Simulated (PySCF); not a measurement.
# A gas-phase reaction: CH5NZn + H2O → CH4OZn + H3N

Wanted: the reaction energy for `[CH3][Zn][NH2]` + `O` → `[CH3][Zn][OH]` + `N`.

Computed with PySCF 2.14.0; each step states its level. No surroundings beyond the atoms listed, unless a continuum is named. Atoms count from 0, parts from 1.

### 1 The system as given

Each species was relaxed by itself at PBE0-D3(BJ)/def2-SVPD.

### 2 Energies of the species: wB97M-D3(BJ)/def2-TZVPD

Job settings and geometry (Å):

```
{"job": {"kind": "react", "xc": "wB97M-D3(BJ)", "basis": "def2-TZVPD"}, "charge": 0, "multiplicity": 1}
-1 CH5NZn charge 0 multiplicity 1
C      1.422380    -0.795900     0.179690
Zn    -0.249300     0.143000    -0.028330
N     -1.826580     1.024040    -0.233670
H      1.939830    -0.503750     1.105700
H      1.263210    -1.884390     0.220580
H      2.104270    -0.596680    -0.660680
H     -1.912530     2.007380    -0.450940
H     -2.741250     0.606270    -0.132370

-1 H2O charge 0 multiplicity 1
O     -0.003140     0.389380     0.001470
H     -0.761280    -0.200850    -0.000840
H      0.764460    -0.188490    -0.000640

+1 CH4OZn charge 0 multiplicity 1
C      0.079520    -0.076100     1.238880
Zn    -0.079060     0.142080    -0.664990
O     -0.271600     0.481000    -2.411950
H      1.129210    -0.019440     1.562850
H     -0.321120    -1.046600     1.567060
H     -0.476840     0.710550     1.770440
H     -0.060120    -0.191510    -3.062310

+1 H3N charge 0 multiplicity 1
N      0.003040     0.001010     0.284480
H     -0.532530    -0.776650    -0.090080
H     -0.402610     0.852420    -0.092930
H      0.943240    -0.074630    -0.092620
```

With the program's defaults for keys left out, this is: wB97M-D3(BJ)/def2-TZVPD reaction energy of separated species, gas phase.

Launch:

```sh
OMP_NUM_THREADS=1 python cluster_run.py task.json out
```

The driver reads the jobs from task.json and runs them one after another.

Log:

```text
species 1 (CH5NZn)
coarse grid: 30104 points
cycle   1  E = -1875.2622974062  dE = -2.714e-01  |g| = 8.805e-01  |ddm| = 2.367e+00
cycle   2  E = -1875.1981129875  dE =  6.418e-02  |g| = 1.393e+00  |ddm| = 1.723e+00
cycle   3  E = -1875.3530624449  dE = -1.549e-01  |g| = 8.710e-02  |ddm| = 6.130e-01
cycle   4  E = -1875.3545870729  dE = -1.525e-03  |g| = 4.176e-02  |ddm| = 9.015e-02
cycle   5  E = -1875.3550017447  dE = -4.147e-04  |g| = 1.031e-02  |ddm| = 6.026e-02
cycle   6  E = -1875.3550377453  dE = -3.600e-05  |g| = 3.996e-03  |ddm| = 2.675e-02
cycle   7  E = -1875.3550441478  dE = -6.403e-06  |g| = 1.375e-03  |ddm| = 7.080e-03
final grid: 62104 points
cycle   8  E = -1875.3549307894  dE = -2.975e-07  |g| = 1.728e-03  |ddm| = 5.125e-03
cycle   9  E = -1875.3549305035  dE =  2.859e-07  |g| = 2.978e-03  |ddm| = 2.058e-03
cycle  10  E = -1875.3549310724  dE = -5.688e-07  |g| = 1.300e-04  |ddm| = 1.035e-03
cycle  11  E = -1875.3549310808  dE = -8.401e-09  |g| = 7.716e-05  |ddm| = 2.779e-04
cycle  12  E = -1875.3549310843  dE = -3.568e-09  |g| = 2.023e-05  |ddm| = 2.139e-04
cycle  13  E = -1875.3549310844  dE = -9.891e-11  |g| = 4.315e-06  |ddm| = 2.462e-05
converged SCF energy = -1875.3549310844

species 2 (H2O)
coarse grid: 10128 points
cycle   1  E = -76.4117501372  dE = -7.452e-02  |g| = 5.872e-01  |ddm| = 8.994e-01
cycle   2  E = -76.4087439751  dE =  3.006e-03  |g| = 6.461e-01  |ddm| = 5.038e-01
cycle   3  E = -76.4759333938  dE = -6.719e-02  |g| = 2.730e-02  |ddm| = 2.374e-01
cycle   4  E = -76.4760585951  dE = -1.252e-04  |g| = 5.497e-03  |ddm| = 1.609e-02
cycle   5  E = -76.4760672718  dE = -8.677e-06  |g| = 8.214e-04  |ddm| = 5.831e-03
final grid: 21952 points
cycle   6  E = -76.4760629831  dE = -1.975e-07  |g| = 5.843e-04  |ddm| = 1.373e-03
cycle   7  E = -76.4760629900  dE = -6.841e-09  |g| = 6.466e-04  |ddm| = 6.469e-04
cycle   8  E = -76.4760630536  dE = -6.363e-08  |g| = 3.199e-05  |ddm| = 2.236e-04
cycle   9  E = -76.4760630544  dE = -8.227e-10  |g| = 4.133e-06  |ddm| = 1.105e-04
converged SCF energy = -76.4760630544

species 3 (CH4OZn)
coarse grid: 27688 points
cycle   1  E = -1895.0822269282  dE = -2.304e-01  |g| = 1.094e+00  |ddm| = 2.268e+00
cycle   2  E = -1894.8993552448  dE =  1.829e-01  |g| = 1.758e+00  |ddm| = 2.061e+00
cycle   3  E = -1895.2497304682  dE = -3.504e-01  |g| = 6.207e-02  |ddm| = 9.263e-01
cycle   4  E = -1895.2505964838  dE = -8.660e-04  |g| = 4.616e-02  |ddm| = 1.085e-01
cycle   5  E = -1895.2508947292  dE = -2.982e-04  |g| = 1.506e-02  |ddm| = 4.856e-02
cycle   6  E = -1895.2509438750  dE = -4.915e-05  |g| = 5.282e-03  |ddm| = 2.798e-02
cycle   7  E = -1895.2509521124  dE = -8.237e-06  |g| = 1.332e-03  |ddm| = 8.561e-03
final grid: 56944 points
cycle   8  E = -1895.2508250317  dE = -6.754e-07  |g| = 7.872e-04  |ddm| = 3.989e-03
cycle   9  E = -1895.2508251421  dE = -1.104e-07  |g| = 8.979e-04  |ddm| = 1.561e-03
cycle  10  E = -1895.2508252414  dE = -9.931e-08  |g| = 1.819e-04  |ddm| = 4.819e-04
cycle  11  E = -1895.2508252500  dE = -8.547e-09  |g| = 1.172e-04  |ddm| = 3.199e-04
cycle  12  E = -1895.2508252544  dE = -4.431e-09  |g| = 9.627e-06  |ddm| = 3.656e-04
cycle  13  E = -1895.2508252544  dE = -1.319e-11  |g| = 4.904e-06  |ddm| = 2.165e-05
converged SCF energy = -1895.2508252544

species 4 (H3N)
coarse grid: 12536 points
cycle   1  E = -56.5694025139  dE = -1.294e-01  |g| = 3.023e-01  |ddm| = 1.089e+00
cycle   2  E = -56.5779570353  dE = -8.555e-03  |g| = 2.716e-01  |ddm| = 2.677e-01
cycle   3  E = -56.5918790935  dE = -1.392e-02  |g| = 2.125e-02  |ddm| = 1.115e-01
cycle   4  E = -56.5919847247  dE = -1.056e-04  |g| = 5.195e-03  |ddm| = 1.729e-02
cycle   5  E = -56.5919958640  dE = -1.114e-05  |g| = 7.323e-04  |ddm| = 8.722e-03
cycle   6  E = -56.5919962792  dE = -4.152e-07  |g| = 1.111e-04  |ddm| = 3.177e-03
final grid: 27112 points
cycle   7  E = -56.5919834523  dE = -1.521e-08  |g| = 6.484e-05  |ddm| = 6.350e-04
cycle   8  E = -56.5919834542  dE = -1.937e-09  |g| = 5.303e-05  |ddm| = 2.045e-04
cycle   9  E = -56.5919834549  dE = -6.673e-10  |g| = 1.190e-05  |ddm| = 4.538e-05
converged SCF energy = -56.5919834549

Reaction energy = -7.230 kcal/mol
```

It took 24 s on 1 thread of Intel Xeon Platinum 8175M at 2.50GHz, shared host; peak memory 0.65 GiB.

Species by species (with the dispersion term, which the log's SCF energies lack):

```
 ν         species  energy (Eh)  HOMO (eV)
-1  [CH3][Zn][NH2]  -1875.36075      -8.95
-1               O    -76.47682     -11.72
+1   [CH3][Zn][OH]  -1895.25551     -10.57
+1               N    -56.59358     -10.26
```

### 3 Energies of the species: PBE0-D3(BJ)/def2-TZVPD

The job, as its differences from that of step 2:

```diff
@@ -1,2 +1,2 @@
-{"job": {"kind": "react", "xc": "wB97M-D3(BJ)", "basis": "def2-TZVPD"}, "charge": 0, "multiplicity": 1}
+{"job": {"kind": "react", "xc": "PBE0", "basis": "def2-TZVPD", "disp": "d3bj"}, "charge": 0, "multiplicity": 1}
 -1 CH5NZn charge 0 multiplicity 1
```

With the program's defaults for keys left out, this is: PBE0-D3(BJ)/def2-TZVPD reaction energy of separated species, gas phase.

Log:

```text
species 1 (CH5NZn)
coarse grid: 30104 points
cycle   1  E = -1874.8010054635  dE = -2.877e-01  |g| = 1.072e+00  |ddm| = 2.714e+00
cycle   2  E = -1874.5050693342  dE =  2.959e-01  |g| = 2.044e+00  |ddm| = 2.442e+00
cycle   3  E = -1874.9387280445  dE = -4.337e-01  |g| = 1.060e-01  |ddm| = 1.345e+00
cycle   4  E = -1874.9409796617  dE = -2.252e-03  |g| = 5.618e-02  |ddm| = 1.638e-01
cycle   5  E = -1874.9416901058  dE = -7.104e-04  |g| = 8.191e-03  |ddm| = 5.262e-02
cycle   6  E = -1874.9416997538  dE = -9.648e-06  |g| = 4.870e-03  |ddm| = 7.705e-03
cycle   7  E = -1874.9417033328  dE = -3.579e-06  |g| = 4.609e-04  |ddm| = 3.367e-03
final grid: 62104 points
cycle   8  E = -1874.9416915853  dE = -1.328e-09  |g| = 5.504e-04  |ddm| = 3.900e-03
cycle   9  E = -1874.9416914756  dE =  1.097e-07  |g| = 9.050e-04  |ddm| = 9.756e-04
cycle  10  E = -1874.9416916506  dE = -1.750e-07  |g| = 5.577e-05  |ddm| = 5.791e-04
cycle  11  E = -1874.9416916511  dE = -5.368e-10  |g| = 7.915e-06  |ddm| = 5.459e-05
converged SCF energy = -1874.9416916511

species 2 (H2O)
coarse grid: 2328 points
cycle   1  E = -76.3044295498  dE = -5.289e-03  |g| = 6.571e-01  |ddm| = 9.011e-01
cycle   2  E = -76.1882135161  dE =  1.162e-01  |g| = 1.036e+00  |ddm| = 7.256e-01
cycle   3  E = -76.3820291016  dE = -1.938e-01  |g| = 3.132e-02  |ddm| = 4.396e-01
cycle   4  E = -76.3822114027  dE = -1.823e-04  |g| = 5.864e-03  |ddm| = 1.606e-02
cycle   5  E = -76.3822165415  dE = -5.139e-06  |g| = 7.850e-04  |ddm| = 2.507e-03
final grid: 21952 points
cycle   6  E = -76.3808944371  dE = -1.510e-05  |g| = 3.449e-03  |ddm| = 9.301e-03
cycle   7  E = -76.3808924705  dE =  1.967e-06  |g| = 4.753e-03  |ddm| = 3.321e-03
cycle   8  E = -76.3808961884  dE = -3.718e-06  |g| = 2.517e-04  |ddm| = 1.965e-03
cycle   9  E = -76.3808961990  dE = -1.061e-08  |g| = 2.397e-05  |ddm| = 1.100e-04
cycle  10  E = -76.3808961991  dE = -1.117e-10  |g| = 3.293e-06  |ddm| = 1.514e-05
converged SCF energy = -76.3808961991

species 3 (CH4OZn)
coarse grid: 27688 points
cycle   1  E = -1894.6027110833  dE = -2.106e-01  |g| = 1.262e+00  |ddm| = 2.634e+00
cycle   2  E = -1893.7089147536  dE =  8.938e-01  |g| = 2.741e+00  |ddm| = 3.131e+00
cycle   3  E = -1894.8000802579  dE = -1.091e+00  |g| = 3.044e-01  |ddm| = 2.125e+00
cycle   4  E = -1894.8145208692  dE = -1.444e-02  |g| = 1.834e-01  |ddm| = 3.793e-01
cycle   5  E = -1894.8189529170  dE = -4.432e-03  |g| = 3.575e-02  |ddm| = 9.699e-02
cycle   6  E = -1894.8191815307  dE = -2.286e-04  |g| = 1.225e-02  |ddm| = 3.258e-02
cycle   7  E = -1894.8192060958  dE = -2.457e-05  |g| = 1.540e-03  |ddm| = 8.808e-03
cycle   8  E = -1894.8192065141  dE = -4.183e-07  |g| = 2.103e-04  |ddm| = 1.810e-03
final grid: 56944 points
cycle   9  E = -1894.8191691811  dE = -1.321e-08  |g| = 3.426e-04  |ddm| = 7.838e-03
cycle  10  E = -1894.8191691453  dE =  3.586e-08  |g| = 6.851e-04  |ddm| = 6.309e-04
cycle  11  E = -1894.8191691953  dE = -5.004e-08  |g| = 2.514e-05  |ddm| = 3.501e-04
cycle  12  E = -1894.8191691954  dE = -9.732e-11  |g| = 1.142e-05  |ddm| = 2.615e-05
converged SCF energy = -1894.8191691954

species 4 (H3N)
coarse grid: 2928 points
cycle   1  E = -56.4892175931  dE = -9.640e-02  |g| = 3.706e-01  |ddm| = 1.102e+00
cycle   2  E = -56.4627931911  dE =  2.642e-02  |g| = 5.179e-01  |ddm| = 4.442e-01
cycle   3  E = -56.5198900624  dE = -5.710e-02  |g| = 1.577e-02  |ddm| = 2.491e-01
cycle   4  E = -56.5199387030  dE = -4.864e-05  |g| = 3.352e-03  |ddm| = 8.666e-03
cycle   5  E = -56.5199408730  dE = -2.170e-06  |g| = 3.226e-04  |ddm| = 2.233e-03
final grid: 27112 points
cycle   6  E = -56.5150235308  dE = -1.174e-05  |g| = 5.570e-03  |ddm| = 1.604e-02
cycle   7  E = -56.5150181390  dE =  5.392e-06  |g| = 7.626e-03  |ddm| = 6.086e-03
cycle   8  E = -56.5150297215  dE = -1.158e-05  |g| = 1.290e-04  |ddm| = 3.431e-03
cycle   9  E = -56.5150297252  dE = -3.693e-09  |g| = 3.237e-05  |ddm| = 1.030e-04
cycle  10  E = -56.5150297255  dE = -2.753e-10  |g| = 3.582e-06  |ddm| = 2.333e-05
converged SCF energy = -56.5150297255

Reaction energy = -7.083 kcal/mol
```

Wall time 12 s (1 thread of Intel Xeon Platinum 8175M at 2.50GHz, shared host); peak memory 0.61 GiB.

Reaction energy at this level: -7.08 kcal/mol.

### 4 Reaction energy: MP2/def2-TZVPD

The job, as its differences from that of step 3:

```diff
@@ -1,2 +1,2 @@
-{"job": {"kind": "react", "xc": "PBE0", "basis": "def2-TZVPD", "disp": "d3bj"}, "charge": 0, "multiplicity": 1}
+{"job": {"kind": "react", "xc": "MP2", "basis": "def2-TZVPD"}, "charge": 0, "multiplicity": 1}
 -1 CH5NZn charge 0 multiplicity 1
```

Method: MP2/def2-TZVPD reaction energy of separated species, gas phase.

Log:

```text
species 1 (CH5NZn)
final grid: 62104 points
cycle   1  E = -1873.0146063044  dE = -2.926e-01  |g| = 4.528e-01  |ddm| = 2.240e+00
cycle   2  E = -1873.0460143069  dE = -3.141e-02  |g| = 4.060e-01  |ddm| = 8.303e-01
cycle   3  E = -1873.0614374510  dE = -1.542e-02  |g| = 6.457e-02  |ddm| = 1.654e-01
cycle   4  E = -1873.0625906927  dE = -1.153e-03  |g| = 3.286e-02  |ddm| = 1.224e-01
cycle   5  E = -1873.0628484196  dE = -2.577e-04  |g| = 6.541e-03  |ddm| = 3.853e-02
cycle   6  E = -1873.0628759869  dE = -2.757e-05  |g| = 1.664e-03  |ddm| = 1.927e-02
cycle   7  E = -1873.0628780930  dE = -2.106e-06  |g| = 4.891e-04  |ddm| = 5.245e-03
cycle   8  E = -1873.0628782159  dE = -1.229e-07  |g| = 1.187e-04  |ddm| = 1.112e-03
cycle   9  E = -1873.0628782255  dE = -9.576e-09  |g| = 3.938e-05  |ddm| = 3.517e-04
cycle  10  E = -1873.0628782265  dE = -1.015e-09  |g| = 1.299e-05  |ddm| = 1.101e-04
cycle  11  E = -1873.0628782266  dE = -1.517e-10  |g| = 5.109e-06  |ddm| = 4.455e-05
converged SCF energy = -1873.0628782266

species 2 (H2O)
final grid: 21952 points
cycle   1  E = -76.0248957276  dE = -1.467e-01  |g| = 4.364e-01  |ddm| = 8.776e-01
cycle   2  E = -76.0503817089  dE = -2.549e-02  |g| = 2.594e-01  |ddm| = 2.972e-01
cycle   3  E = -76.0608904200  dE = -1.051e-02  |g| = 2.594e-02  |ddm| = 1.025e-01
cycle   4  E = -76.0610477741  dE = -1.574e-04  |g| = 5.694e-03  |ddm| = 1.523e-02
cycle   5  E = -76.0610621406  dE = -1.437e-05  |g| = 1.176e-03  |ddm| = 5.301e-03
cycle   6  E = -76.0610630302  dE = -8.896e-07  |g| = 2.235e-04  |ddm| = 1.658e-03
cycle   7  E = -76.0610630669  dE = -3.670e-08  |g| = 3.304e-05  |ddm| = 3.732e-04
cycle   8  E = -76.0610630675  dE = -6.655e-10  |g| = 4.158e-06  |ddm| = 3.886e-05
converged SCF energy = -76.0610630675

species 3 (CH4OZn)
final grid: 56944 points
cycle   1  E = -1892.8172043473  dE = -3.085e-01  |g| = 6.932e-01  |ddm| = 2.149e+00
cycle   2  E = -1892.8648458397  dE = -4.764e-02  |g| = 6.243e-01  |ddm| = 1.049e+00
cycle   3  E = -1892.9170916845  dE = -5.225e-02  |g| = 6.795e-02  |ddm| = 2.957e-01
cycle   4  E = -1892.9182726254  dE = -1.181e-03  |g| = 4.710e-02  |ddm| = 1.252e-01
cycle   5  E = -1892.9186100518  dE = -3.374e-04  |g| = 8.632e-03  |ddm| = 4.992e-02
cycle   6  E = -1892.9186491004  dE = -3.905e-05  |g| = 2.591e-03  |ddm| = 2.341e-02
cycle   7  E = -1892.9186540005  dE = -4.900e-06  |g| = 8.033e-04  |ddm| = 9.062e-03
cycle   8  E = -1892.9186543994  dE = -3.988e-07  |g| = 2.142e-04  |ddm| = 2.250e-03
cycle   9  E = -1892.9186544248  dE = -2.540e-08  |g| = 3.761e-05  |ddm| = 6.842e-04
cycle  10  E = -1892.9186544257  dE = -9.090e-10  |g| = 1.156e-05  |ddm| = 1.230e-04
converged SCF energy = -1892.9186544257

species 4 (H3N)
final grid: 27112 points
cycle   1  E = -56.2058923299  dE = -1.621e-01  |g| = 2.298e-01  |ddm| = 1.073e+00
cycle   2  E = -56.2178831153  dE = -1.199e-02  |g| = 7.796e-02  |ddm| = 1.404e-01
cycle   3  E = -56.2190883760  dE = -1.205e-03  |g| = 2.444e-02  |ddm| = 4.021e-02
cycle   4  E = -56.2192477055  dE = -1.593e-04  |g| = 5.226e-03  |ddm| = 1.749e-02
cycle   5  E = -56.2192618395  dE = -1.413e-05  |g| = 1.112e-03  |ddm| = 7.204e-03
cycle   6  E = -56.2192630593  dE = -1.220e-06  |g| = 2.935e-04  |ddm| = 3.286e-03
cycle   7  E = -56.2192631540  dE = -9.469e-08  |g| = 4.961e-05  |ddm| = 9.838e-04
cycle   8  E = -56.2192631560  dE = -2.081e-09  |g| = 4.563e-06  |ddm| = 1.082e-04
cycle   9  E = -56.2192631561  dE = -1.369e-11  |g| = 5.840e-07  |ddm| = 2.273e-05
converged SCF energy = -56.2192631561

Reaction energy = -6.871 kcal/mol
```

Run time: 5.9 s. Hardware: 1 thread of Intel Xeon Platinum 8175M at 2.50GHz, shared host; peak memory 0.5 GiB.

Reaction energy at this level: -6.87 kcal/mol.

### 5 Comparing the runs

Energies in kcal/mol, with wall time:

```
                    run  reaction   time
wB97M-D3(BJ)/def2-TZVPD     -7.23   24 s
 PBE0-D3(BJ)/def2-TZVPD     -7.08   12 s
         MP2/def2-TZVPD     -6.87  5.9 s
```

### 6 Results

| quantity | value |
| --- | --- |
| reaction energy (wB97M-D3(BJ)/def2-TZVPD) | -7.23 kcal/mol |
| ΔH, ΔG at 298 K (xTB thermal terms) | -5.6, -6.8 kcal/mol |
| range of the reaction energy over the runs of this table | -7.23 to -6.87 kcal/mol |

What this shows: The reaction is exothermic by 5.6 kcal/mol in the gas phase; dispersion gives +0.18, and xTB itself gave -11.70 for the electronic energy (xTB energies and thermal terms come from the earlier relaxation of each species, not shown). No barrier was sought. The reaction energy runs from -7.23 (wB97M-D3(BJ)/def2-TZVPD) to -6.87 kcal/mol (MP2/def2-TZVPD).
